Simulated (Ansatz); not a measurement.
# Cu3Ni2Bi (P6/mmm): the equilibrium volume

Aim: the volume at which the pressure of Cu3Ni2Bi (P6/mmm) vanishes.

Method: DFT PBEsol, scalar-relativistic, plane waves, PAW, in Ansatz 0.2.0.

### Step 1. The system as given

It takes space group P6/mmm (No. 191, hexagonal). Conventional cell: a = 4.731 Å, b = 4.731 Å, c = 3.837 Å, α = 90.00°, β = 90.00°, γ = 120.00°. Cu (site symmetry mmm) is surrounded by 4 Ni at 2.36 Å and 4 Cu at 2.37 Å. Around Bi (site symmetry 6/mmm) lie 6 Ni at 2.73 Å and 12 Cu at 3.05 Å. Ni (site symmetry -6m2) has 6 Cu at 2.36 Å and 3 Ni at 2.73 Å and 3 Bi at 2.73 Å in its first shell of neighbours.

As a file:

```
CELL_PARAMETERS angstrom
4.73112 0.00000 0.00000
-2.36556 4.09727 0.00000
0.00000 0.00000 3.83740
ATOMIC_POSITIONS crystal
Cu 0.50000 0.00000 0.50000
Cu 0.00000 0.50000 0.50000
Cu 0.50000 0.50000 0.50000
Bi 0.00000 0.00000 0.00000
Ni 0.33333 0.66667 0.00000
Ni 0.66667 0.33333 0.00000
```

### Step 2. At the starting volume (PBEsol, 6×6×6 mesh)

The input, input.yaml:

```yaml
crystal:
  lattice:
    - [4.7311172265, 0.0, 0.0]
    - [-2.3655586132, 4.0972677064, 0.0]
    - [0.0, 0.0, 3.8373998342]
  atoms:
    - { symbol: Cu, position: [0.5, 0.0, 0.5] }
    - { symbol: Cu, position: [0.0, 0.5, 0.5] }
    - { symbol: Cu, position: [0.5, 0.5, 0.5] }
    - { symbol: Bi, position: [0.0, 0.0, 0.0] }
    - { symbol: Ni, position: [0.3333333333, 0.6666666667, 0.0] }
    - { symbol: Ni, position: [0.6666666667, 0.3333333333, 0.0] }
basis:
  ecutwfc: 420
kpoints:
  mp_grid: { grid: [6, 6, 6] }
hamiltonian:
  xc: pbesol
scf:
  occupations: { method: gaussian, width: 0.1 }
output:
  forces: true
  stress: true
  eigenvalues: true
```

Started as:

```console
$ ansatz run input.yaml --threads 8 --pin off --max-ram 14336MiB --backend cpu --events-out ev --progress --plain --runs-dir out
```

Standard output (excerpt; [...] marks lines left out):

```text
Warning: RAYON_NUM_THREADS=8 ignored (pool sized by the plan → 8); use --threads N
[...]
Pseudopotentials: kind: paw
Pseudopotential: Cu, paw, valence charge 19, recommended cutoff 420 eV (normal), Cu.paw.azcp
Pseudopotential: Bi, paw, valence charge 15, recommended cutoff 420 eV (normal), Bi.paw.azcp
Pseudopotential: Ni, paw, valence charge 18, recommended cutoff 420 eV (normal), Ni.paw.azcp
Functional definition: PBEsol
[...]
Crystal: 6 atoms, lattice volume = 74.387 Å³
Basis set: ecut = 420 eV, 1423 PW (Γ), exchange–correlation on 64×64×54 points (8 copies of the dense FFT grid, shifted against one another)
Bands: 65, of which v1, the nominal top of the filled ones, is band 54 counted from 1 (53 counted from 0)
Symmetry: 24 space group operations
Space group: P6/mmm (ITA 191), of the structure as read, at distance tolerance 4.2e-5 Å
k-points: 28 of 216
[...]
SCF iter   1: F=—  HF=-43617.034267 eV  |F-HF|=—  |Δ(HF+E_count)|=         —  Δρ=3.04e-2  dr2=4.42e-1  ethr=1.77e-3  ⟨swp⟩=5.6  Hψ=6484  notcnv=0  defer=23
[...]
SCF iter   9: F=-43616.975077 eV  HF=-43616.975077 eV  |F-HF|=2.36e-9  |Δ(HF+E_count)|=   1.92e-8  Δρ=2.03e-6  dr2=2.62e-9  ethr=9.26e-11  ⟨swp⟩=9.5  Hψ=8737  notcnv=0
[...]
SCF converged after 9 iterations
Free energy (F): -43616.975077 eV
[...]
E sigma→0 (E₀):  -43616.965559 eV
Entropy (-TS):   -0.019036 eV (-3.173 meV/atom)
Fermi energy:    18.738340 eV
[...]
--- Forces (eV/Å), atoms counted from 1 ---
  atom   1  Cu    -0.00000000     0.00000000     0.00000000
  atom   2  Cu     0.00000000     0.00000000     0.00000000
  atom   3  Cu     0.00000000     0.00000000     0.00000000
  atom   4  Bi     0.00000000     0.00000000     0.00000000
  atom   5  Ni    -0.00000000    -0.00000000     0.00000000
  atom   6  Ni     0.00000000     0.00000000     0.00000000
[...]
--- Stress (GPa, compression-positive) ---
       15.852988      -0.000000       0.000000
       -0.000000      15.852988       0.000000
        0.000000       0.000000      25.966490
  P = ⅓ Tr σ = 19.2242 GPa (192.242 kbar)
--- Band table (eV; the first three rows and the last of 28) ---
[...]
```

Run time: 1.7 s. Hardware: 8 threads of Arm Neoverse V1, shared host; peak memory 0.61 GiB.

Read off: volume 12.398 Å³/atom, pressure 19.22 GPa, metallic.

### Step 3. Relaxing cell and atoms (PBEsol, 6×6×6 mesh)

input.yaml: that of step 2 with these lines changed.

```diff
@@ -24 +24,6 @@
   eigenvalues: true
+relax:
+  adjacent_minimum: "off"
+  f_tol: 0.05
+  max_steps: 50
+  cell: { stress_tol: 0.5 }
```

Started as:

```console
$ ansatz run input.yaml --threads 8 --pin off --max-ram 14336MiB --backend cpu --events-out ev --progress --plain --runs-dir out
```

Standard output:

```text
Warning: RAYON_NUM_THREADS=8 ignored (pool sized by the plan → 8); use --threads N
Engine: ansatz 0.2.0, aarch64-unknown-linux-gnu
[... 5 set-up lines as earlier in the session ...]
  exchange = pbesol_x
  correlation = pbesol_c
Crystal: 6 atoms, lattice volume = 74.387 Å³
Basis set: ecut = 420 eV, 1423 PW (Γ), exchange–correlation on 64×64×54 points (8 copies of the dense FFT grid, shifted against one another)
Bands: 65, of which v1, the nominal top of the filled ones, is band 54 counted from 1 (53 counted from 0)
[... 2 set-up lines as earlier in the session ...]
k-points: 28 of 216
Non-local potential: Cu, projectors of the file, l = 0: 3, l = 1: 2, l = 2: 3, l = 3: 1
Non-local potential: Bi, projectors of the file, l = 0: 2, l = 1: 2, l = 2: 2, l = 3: 2
Non-local potential: Ni, projectors of the file, l = 0: 3, l = 1: 2, l = 2: 3, l = 3: 1
PAW form: soft (Blöchl's): semilocal exchange-correlation on the pseudo side does not see the compensation charge
PAW frozen core: Cu, regenerated for the run's functional, and the local potential with it (the file was generated under x = pbe(κ = 0.804, μ = 0.2195149727645171), c = pbe(β = 0.06672455060314922))
PAW frozen core: Bi, regenerated for the run's functional, and the local potential with it (the file was generated under x = pbe(κ = 0.804, μ = 0.2195149727645171), c = pbe(β = 0.06672455060314922))
PAW frozen core: Ni, regenerated for the run's functional, and the local potential with it (the file was generated under x = pbe(κ = 0.804, μ = 0.2195149727645171), c = pbe(β = 0.06672455060314922))
PAW one-centre angular grid: Cu, 590 points (default); XC on 64 Gauss nodes
PAW one-centre angular grid: Bi, 590 points (default); XC on 64 Gauss nodes
PAW one-centre angular grid: Ni, 590 points (default); XC on 64 Gauss nodes
Initial density: superposition of atomic densities (neutral atoms: chi_scale 0, normalization atom), corrected by the library's trained network
Initial wavefunctions: pseudopotential atomic-orbital guess
Functional: x = pbesol(κ = 0.804, μ = 0.12345679012345678), c = pbesol(β = 0.046)
SCF iter   1: F=—  HF=-43617.034268 eV  |F-HF|=—  |Δ(HF+E_count)|=         —  Δρ=3.04e-2  dr2=4.42e-1  ethr=1.77e-3  ⟨swp⟩=5.6  Hψ=6484  notcnv=0  defer=23
preconditioner: auto → Kerker (q_TF=auto, 2.903 Å⁻¹)  [metal: Δε(μ)=0.014 eV  Ē_g=11.997 eV  σ=0.100 eV  W_gap=0.08  n_scr=26 (ndim 8)  ℏωp=35.5 eV  f_vac=0.000  D(μ)=3.88/eV (n_scr^D=32)]
SCF iter   2: F=—  HF=-43616.983408 eV  |F-HF|=—  |Δ(HF+E_count)|=   5.09e-2  Δρ=1.01e-2  dr2=6.54e-2  ethr=4.10e-4  ⟨swp⟩=2.5  Hψ=2770  notcnv=0  defer=101
SCF iter   3: F=—  HF=-43616.976828 eV  |F-HF|=—  |Δ(HF+E_count)|=   6.58e-3  Δρ=3.50e-3  dr2=9.58e-3  ethr=6.05e-5  ⟨swp⟩=1.1  Hψ=1720  notcnv=0  defer=101
SCF iter   4: F=—  HF=-43616.975180 eV  |F-HF|=—  |Δ(HF+E_count)|=   1.65e-3  Δρ=9.22e-4  dr2=1.33e-3  ethr=8.87e-6  ⟨swp⟩=2.1  Hψ=2289  notcnv=0  defer=101
SCF iter   5: F=—  HF=-43616.975106 eV  |F-HF|=—  |Δ(HF+E_count)|=   7.37e-5  Δρ=3.87e-4  dr2=2.02e-4  ethr=1.23e-6  ⟨swp⟩=2.1  Hψ=2528  notcnv=0  defer=101
SCF iter   6: F=—  HF=-43616.975056 eV  |F-HF|=—  |Δ(HF+E_count)|=   5.09e-5  Δρ=1.53e-4  dr2=2.86e-5  ethr=1.87e-7  ⟨swp⟩=2.0  Hψ=2299  notcnv=0  defer=101
SCF iter   7: F=—  HF=-43616.975077 eV  |F-HF|=—  |Δ(HF+E_count)|=   2.14e-5  Δρ=3.34e-5  dr2=1.11e-6  ethr=2.65e-8  ⟨swp⟩=2.0  Hψ=2453  notcnv=0  defer=101
SCF iter   8: F=—  HF=-43616.975077 eV  |F-HF|=—  |Δ(HF+E_count)|=   2.83e-7  Δρ=1.51e-5  dr2=1.76e-7  ethr=1.03e-9  ⟨swp⟩=2.1  Hψ=2706  notcnv=0  defer=101
SCF iter   9: F=-43616.975077 eV  HF=-43616.975077 eV  |F-HF|=2.31e-9  |Δ(HF+E_count)|=   1.91e-8  Δρ=2.03e-6  dr2=2.62e-9  ethr=9.26e-11  ⟨swp⟩=9.5  Hψ=8739  notcnv=0
SCF 1 converged in 9 iterations: F = -43616.975077 eV  dr2 = 2.62e-9
relax step   1: F+E_penalty+E_count = -43616.97507665 eV  Δ(F+E_penalty+E_count) = +0.000e0 eV  max|allowed force component| = 4.086e-17 eV/Å  Δτ_max = 0.0000 Å  P = +19.224 GPa  Ω = 74.387 Å³  (9 SCF iters, dr2 threshold 1.00e-7 eV, accepted)
[... 15 lines left out ...]
relax step   2: F+E_penalty+E_count = -43617.36519849 eV  Δ(F+E_penalty+E_count) = -3.901e-1 eV  max|allowed force component| = 4.009e-17 eV/Å  Δτ_max = 0.0000 Å  P = +7.027 GPa  Ω = 79.008 Å³  energy of the carried Pulay correction = -2.716e-3 eV  (8 SCF iters, dr2 threshold 6.00e-7 eV, accepted)
[... 13 lines left out ...]
relax step   3: F+E_penalty+E_count = -43617.46923543 eV  Δ(F+E_penalty+E_count) = -1.040e-1 eV  max|allowed force component| = 9.011e-29 eV/Å  Δτ_max = 0.0000 Å  P = +1.035 GPa  Ω = 81.919 Å³  energy of the carried Pulay correction = -4.360e-3 eV  (8 SCF iters, dr2 threshold 6.00e-7 eV, accepted)
[... 12 lines left out ...]
relax step   4: F+E_penalty+E_count = -43617.48414875 eV  Δ(F+E_penalty+E_count) = -1.491e-2 eV  max|allowed force component| = 4.626e-17 eV/Å  Δτ_max = 0.0000 Å  P = +0.334 GPa  Ω = 82.263 Å³  energy of the carried Pulay correction = -4.567e-3 eV  (7 SCF iters, dr2 threshold 6.00e-7 eV, accepted)
[... 10 lines left out ...]
relax step   5: F+E_penalty+E_count = -43617.48522550 eV  Δ(F+E_penalty+E_count) = -1.077e-3 eV  max|allowed force component| = 3.161e-17 eV/Å  Δτ_max = 0.0000 Å  P = +0.003 GPa  Ω = 82.442 Å³  energy of the carried Pulay correction = -4.671e-3 eV  (6 SCF iters, dr2 threshold 6.00e-7 eV, accepted)
[... 11 lines left out ...]
relax step   6: F+E_penalty+E_count = -43617.49125331 eV  Δ(F+E_penalty+E_count) = -6.028e-3 eV  max|allowed force component| = 1.850e-17 eV/Å  Δτ_max = 0.0000 Å  P = +0.100 GPa  Ω = 82.442 Å³  stress off target by 2.63e-1 GPa  SCF on the basis re-selected at this cell (its energy is not comparable with the rows above)  (6 SCF iters)
basis re-selected at this cell: Δ(F+E_penalty+E_count) = -6.028e-3 eV, ΔP = +0.097 GPa vs the last step (what re-selecting the basis moved, of the pressure what is left beyond the Pulay correction that the steps carried, after the strain that the cell walked since its last selection, with what the two solves' SCF thresholds leave and, on support functions, any second-order correction that the steps lacked; it is no measure of the basis error at this ecutwfc). The dense FFT grid was sized anew with the basis: this SCF ran on 36×36×30 points, the steps before it on 32×32×27, so part of this shift can come from that change (see relax.cell in the input reference). This SCF's stress stands 2.63e-1 GPa from its target on what of the cell is left free (relax.cell.stress_tol is 5.00e-1 GPa) and its largest allowed force component is 1.85e-17 eV/Å (relax.f_tol is 5.00e-2 eV/Å): within both
SCF converged after 6 iterations
Free energy (F): -43617.491253 eV
Harris-Foulkes:  -43617.491253 eV  (|F-HF|=3.20e-9)
Internal energy: -43617.463286 eV  (E = F + TS)
E sigma→0 (E₀):  -43617.477270 eV
Entropy (-TS):   -0.027967 eV (-4.661 meV/atom)
Fermi energy:    16.447444 eV
--- Per-component energies (eV) ---
  E_band       = -1713.315428
  E_kinetic    = 1776.387193
  E_local      = -22751.733555  (includes V_loc(G=0)·N_el)
  E_nonlocal   = 3022.079486
  E_hartree    = 9825.666924
  E_xc         = -586.818125
  E_vxc        = -709.781605  (∫ρ·V_xc dr)
  E_paw        = -18589.111647  (= ΣΔE_a)
  E_vpaw       = -2701.592763  (= ΣTr[D̂ρ^β])
  E_aug_tail   = 0.001622  (compensation charges beyond the density's cutoff)
  E_ewald      = -16315.038121
  E_core_change = 1.102936  (= ΣΔE_core)
  E_smearing   = -0.027967  (= −TS)
  E_closure    = -0.000000  (closes the sum)
  Σ components = -43617.491253   (vs F -43617.491253, Δ=0.00e0)
--- Forces (eV/Å), atoms counted from 1 ---
  atom   1  Cu     0.00000000    -0.00000000     0.00000000
  atom   2  Cu    -0.00000000     0.00000000     0.00000000
  atom   3  Cu     0.00000000     0.00000000     0.00000000
  atom   4  Bi     0.00000000     0.00000000     0.00000000
  atom   5  Ni    -0.00000000     0.00000000     0.00000000
  atom   6  Ni     0.00000000    -0.00000000     0.00000000
  max |Σ_I F_I| component: 4.63e-18 eV/Å
--- Stress (GPa, compression-positive) ---
        0.018969       0.000000       0.000000
        0.000000       0.018969       0.000000
        0.000000       0.000000       0.263305
  P = ⅓ Tr σ = 0.1004 GPa (1.004 kbar)
--- Band table (eV; the first three rows and the last of 28) ---
  k-point 0: bands = ["-95.7100", "-95.6936", "-95.6936", "-85.9792", "-85.9755", "-53.3561", "-53.2542", "-53.2542", "-53.2377", "-53.2211", "-53.2211", "-53.1747", "-53.1747", "-53.1514", "-46.6076", "-46.6043", "-46.5190", "-46.5190", "-46.4951", "-46.4951", "-6.4688", "-6.4053", "-6.4053", "-6.3631", "-6.3631", "3.9478", "10.2167", "12.4629", "12.5407", "12.5407", "12.6061", "12.6147", "12.6147", "12.9418", "12.9418", "13.1471", "13.1471", "13.6611", "13.7826", "14.3366", "14.3366", "14.4046", "14.4701", "14.4701", "14.4915", "14.4915", "14.5187", "15.3189", "15.3432", "15.4136", "15.4136", "15.9914", "15.9914", "17.1300", "17.1300", "17.5511", "18.7655", "18.7655", "20.5550", "21.6668", "23.3388", "23.3388", "26.0303", "26.0303", "26.8566"]
[... 3 lines left out ...]
--- Relaxed structure (5 steps of the walk, 5 accepted, 1 SCFs on fresh bases) ---
  F+E_penalty+E_count = -43617.49125331 eV   max|allowed force component| = 1.850e-17 eV/Å   (the final SCF, on the basis selected at the relaxed cell)
  cell:  # Å, volume = 82.4420 Å³
    - [4.809893251190783, -2.934815017344393e-11, 0.0]
    - [-2.4049466255699747, 4.165489745037217, 0.0]
    - [0.0, 0.0, 4.114781614177696]
  atoms:
    - { symbol: Cu, position: [0.5000000000000001, -8.077935669463161e-28, 0.49999999999999994] }
    - { symbol: Cu, position: [-5.551115123125783e-17, 0.5, 0.49999999999999994] }
    - { symbol: Cu, position: [0.49999999999999994, 0.5, 0.49999999999999994] }
    - { symbol: Bi, position: [-1.9882220001090602e-35, -1.8279810103228922e-35, 0.0] }
    - { symbol: Ni, position: [0.33333333333333326, 0.6666666666666669, 0.0] }
    - { symbol: Ni, position: [0.6666666666666667, 0.33333333333333337, 0.0] }
```

Wall time 11 s (8 threads of Arm Neoverse V1, shared host); peak memory 0.67 GiB.

Step by step:

| step | energy from step 1 (meV/atom) | largest force component (eV/Å) | pressure (GPa) | volume (Å³/atom) |
| --- | --- | --- | --- | --- |
| 1 | 0.0 | 0.000 | 19.22 | 12.398 |
| 2 | -65.0 | 0.000 | 7.03 | 13.168 |
| 3 | -82.4 | 0.000 | 1.03 | 13.653 |
| 4 | -84.8 | 0.000 | 0.33 | 13.711 |
| 5 | -85.0 | 0.000 | 0.00 | 13.740 |
| 6 | -86.0 | 0.000 | 0.10 | 13.740 |

Step 1 is the start. Step 6 repeats the geometry before it on a plane-wave basis chosen anew for the final cell, which shifts the energy by -1.0 meV/atom. The run keeps the 24 symmetry operations that it found, so it can't reach a distortion that breaks them.

In short: volume 13.740 Å³/atom, pressure 0.10 GPa, no gap.

### Step 4. Relaxing cell and atoms

The input, input.yaml:

```yaml
crystal:
  lattice:
    - [4.8098932512, 0.0, 0.0]
    - [-2.4049466256, 4.165489745, 0.0]
    - [0.0, 0.0, 4.1147816142]
  atoms:
    - { symbol: Cu, position: [0.5, 0.0, 0.5] }
    - { symbol: Cu, position: [0.0, 0.5, 0.5] }
    - { symbol: Cu, position: [0.5, 0.5, 0.5] }
    - { symbol: Bi, position: [0.0, 0.0, 0.0] }
    - { symbol: Ni, position: [0.3333333333, 0.6666666667, 0.0] }
    - { symbol: Ni, position: [0.6666666667, 0.3333333333, 0.0] }
basis:
  ecutwfc: 420
kpoints:
  mp_grid: { grid: [9, 9, 8] }
hamiltonian:
  xc: pbesol
scf:
  occupations: { method: gaussian, width: 0.05 }
output:
  forces: true
  stress: true
  eigenvalues: true
relax:
  adjacent_minimum: "off"
  f_tol: 0.01
  max_steps: 50
  cell: { stress_tol: 0.1 }
```

Started as:

```console
$ ansatz run input.yaml --threads 8 --pin off --max-ram 14336MiB --backend cpu --events-out ev --progress --plain --runs-dir out
```

Standard output (excerpt; [...] marks lines left out):

```text
Warning: RAYON_NUM_THREADS=8 ignored (pool sized by the plan → 8); use --threads N
[...]
[... 5 set-up lines as earlier in the session ...]
[...]
Crystal: 6 atoms, lattice volume = 82.442 Å³
Basis set: ecut = 420 eV, 1609 PW (Γ), exchange–correlation on 72×72×60 points (8 copies of the dense FFT grid, shifted against one another)
Bands: 65, of which v1, the nominal top of the filled ones, is band 54 counted from 1 (53 counted from 0)
[... 1 set-up line as earlier in the session ...]
Space group: P6/mmm (ITA 191), of the structure as read, at distance tolerance 4.4e-5 Å
k-points: 60 of 648
[...]
--- Band table (eV; the first three rows and the last of 60) ---
[...]
--- Relaxed structure (4 steps of the walk, 4 accepted, 1 SCFs on fresh bases) ---
  F+E_penalty+E_count = -43617.50791695 eV   max|allowed force component| = 8.442e-17 eV/Å   (the final SCF, on the basis selected at the relaxed cell)
  cell:  # Å, volume = 82.3542 Å³
    - [4.79967979421586, 1.1351638495020716e-33, -7.4495127623573435e-34]
    - [-2.39983989710793, 4.156644631821802, -1.1635880042673347e-33]
    - [-6.372931071133658e-34, -1.517364540746109e-33, 4.127912868180502]
  atoms:
    - { symbol: Cu, position: [0.49999999999999994, -7.82630102542367e-36, 0.4999999999999999] }
    - { symbol: Cu, position: [-2.7755575615628914e-17, 0.4999999999999999, 0.4999999999999999] }
    - { symbol: Cu, position: [0.4999999999999999, 0.4999999999999999, 0.4999999999999999] }
    - { symbol: Bi, position: [-4.1629627762044015e-36, 3.4917343036505626e-36, -6.434446986835036e-86] }
    - { symbol: Ni, position: [0.33333333333333326, 0.6666666666666666, 0.0] }
    - { symbol: Ni, position: [0.6666666666666667, 0.33333333333333326, 0.0] }
```

It took 17 s on 8 threads of Arm Neoverse V1, shared host; peak memory 0.76 GiB.

How the relaxation went:

| step | energy from step 1 (meV/atom) | largest force component (eV/Å) | pressure (GPa) | volume (Å³/atom) |
| --- | --- | --- | --- | --- |
| 1 | 0.0 | 0.000 | -0.10 | 13.740 |
| 2 | -0.1 | 0.000 | 0.00 | 13.731 |
| 3 | -0.1 | 0.000 | -0.10 | 13.740 |
| 4 | -0.1 | 0.000 | 0.04 | 13.726 |
| 5 | -0.1 | 0.000 | 0.04 | 13.726 |

Step 1 is the start. Step 5 repeats the geometry before it on a plane-wave basis chosen anew for the final cell, which leaves the energy as it was. The run keeps the 24 symmetry operations that it found, so it can't reach a distortion that breaks them.

Read off: volume 13.726 Å³/atom, pressure 0.04 GPa, no gap.

### Step 5. Pressure against volume so far

| step | level | mesh | relaxed | volume (Å³/atom) | pressure (GPa) |
| --- | --- | --- | --- | --- | --- |
| 2 | PBEsol | 6×6×6 | nothing | 12.398 | 19.22 |
| 3 | PBEsol | 6×6×6 | all | 13.740 | 0.10 |
| 4 | PBEsol | 9×9×8 | all | 13.726 | 0.04 |

The cell before and after:

| cell as typed | before | after | change |
| --- | --- | --- | --- |
| a (Å) | 4.731 | 4.800 | +1.4 % |
| b (Å) | 4.731 | 4.800 | +1.4 % |
| c (Å) | 3.837 | 4.128 | +7.6 % |
| volume (Å³/atom) | 12.398 | 13.726 | +10.7 % |
| shortest distance (Å) | 2.355 | 2.400 | +1.9 % |
| space group | P6/mmm | P6/mmm | same |

### Step 6. Results

```
         quantity                                                                       value
           volume                                                              13.726 Å³/atom
         pressure                                                                    0.04 GPa
conventional cell  a = 4.800 Å, b = 4.800 Å, c = 4.128 Å, α = 90.00°, β = 90.00°, γ = 120.00°
  gap on the mesh                                                                none (metal)
```

From the first run shown, the volume went from 12.40 to 13.73 Å³/atom (+10.7 %) in 3 runs, where the pressure is zero within 0.04 GPa. Spin–orbit coupling is left out, though the cell holds Bi; in elements this heavy it can shift levels and gaps by tenths of an eV. Spin polarisation wasn't allowed in this run.
